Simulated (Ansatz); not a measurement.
# C₂H₆AlNO: one species, many methods

How much do the methods differ for C₂H₆AlNO? The plan is to run it at one geometry with functionals of several rungs and with coupled cluster, and see how far each lands from CCSD(T) at the basis-set limit for the atomisation energy.

Computed with Ansatz 0.2.0, Gaussian basis. Level: functionals in def2-TZVPP, the program's frozen cores in correlated methods.

Levels to be run: PBE-D4, r2SCAN-D4, PBE0-D4, B3LYP-D4, ωB97X-V, ωB97M-V, B2PLYP; CCSD(T)/def2-TZVPP; MP2/def2-QZVPP; extrapolation to the limit.

### Step 1. Structure used throughout

All runs share one geometry, relaxed beforehand with PBE0-D4 in a triple-zeta def2 set.

SMILES `[CH3][AlH][C](=N)O`, 11 atoms, charge 0, spin multiplicity 1.

Atoms are counted from 1 here; the program's logs count them from 0.

Bond lengths: C1–Al2 1.947 Å, C1–H6 1.095 Å, C1–H7 1.096 Å, C1–H8 1.092 Å, Al2–C3 1.993 Å, Al2–H9 1.584 Å, C3–N4 1.272 Å, C3–O5 1.351 Å, N4–H10 1.016 Å, O5–H11 0.972 Å. Angles: Al2–C1–H6 111.2°, Al2–C1–H7 111.2°, Al2–C1–H8 112.5°, H6–C1–H7 106.5°, H6–C1–H8 107.6°, H7–C1–H8 107.6°, C1–Al2–C3 114.5°, C1–Al2–H9 124.2°, C3–Al2–H9 121.3°, Al2–C3–N4 125.3°, Al2–C3–O5 116.8°, N4–C3–O5 118.0°, C3–N4–H10 111.5°, C3–O5–H11 106.6°.

### Step 2. PBE-D4 (GGA)

Input file in.yaml:

```yaml
crystal:
  periodic: [false, false, false]
  atoms:
    - {symbol: C, position_ang: [-1.533942, 0.514958, 1.023930]}
    - {symbol: Al, position_ang: [0.169517, 0.994629, 0.211399]}
    - {symbol: C, position_ang: [1.077393, -0.498086, -0.747026]}
    - {symbol: N, position_ang: [0.627096, -1.682482, -0.854952]}
    - {symbol: O, position_ang: [2.264896, -0.216310, -1.325354]}
    - {symbol: H, position_ang: [-1.414003, -0.301771, 1.744092]}
    - {symbol: H, position_ang: [-2.246250, 0.161983, 0.270068]}
    - {symbol: H, position_ang: [-1.997332, 1.353333, 1.548787]}
    - {symbol: H, position_ang: [0.814908, 2.439473, 0.281198]}
    - {symbol: H, position_ang: [-0.268495, -1.785414, -0.386154]}
    - {symbol: H, position_ang: [2.571514, -1.037314, -1.745490]}
basis:
  gaussian: {orbitals: def2-TZVPP}
hamiltonian: {xc: pbe, dispersion: d4}
output: {forces: true, orbitals: {seedname: orbitals}}
```

The run is started by

```
$ ansatz run in.yaml --threads 4 --pin off --events-out ev --progress --plain --max-ram 10444MiB
```

Further steps of the session: r2SCAN-D4 (meta-GGA); PBE0-D4 (hybrid); B3LYP-D4 (hybrid); ωB97X-V (range-separated); ωB97M-V (range-separated); B2PLYP (double hybrid); CCSD(T) in def2-TZVPP; MP2 in def2-QZVPP.

Q: Predict the results of all the runs planned. Wanted: atomisation energy, CCSD(T)/CBS; farthest; mean size of error, hybrid; mean size of error, range-separated; gap, smallest and largest; T1 diagnostic; triples share of the correlation energy.

**Answer**, as computed:

| quantity | value |
| --- | --- |
| atomisation energy, CCSD(T)/CBS | 962.3 kcal/mol |
| functionals within 4.8 kcal/mol (0.5 %) | r2SCAN-D4, PBE0-D4, B3LYP-D4, ωB97X-V, ωB97M-V |
| farthest | PBE-D4 (+25.5 kcal/mol) |
| mean size of error, hybrid | 1.2 kcal/mol |
| mean size of error, range-separated | 4.0 kcal/mol |
| gap, smallest and largest | 3.39 eV (PBE-D4), 9.92 eV (ωB97X-V) |
| T1 diagnostic | 0.0137 |
| triples share of the correlation energy | 4.0 % |

PBE-D4 misses by +25.5 kcal/mol. Double hybrids carry the basis error of their MP2 part in triple zeta, and no dispersion term here, so their miss is partly the set-up's. Misses under about 4.8 kcal/mol are within the doubt on the reference itself, which lacks core-valence correlation, relativity and higher excitations. Hartree-Fock recovers 70 % of the binding; the rest is correlation. The gap grows from 3.4 to 9.9 eV across the functionals, mostly with the share of exact exchange.
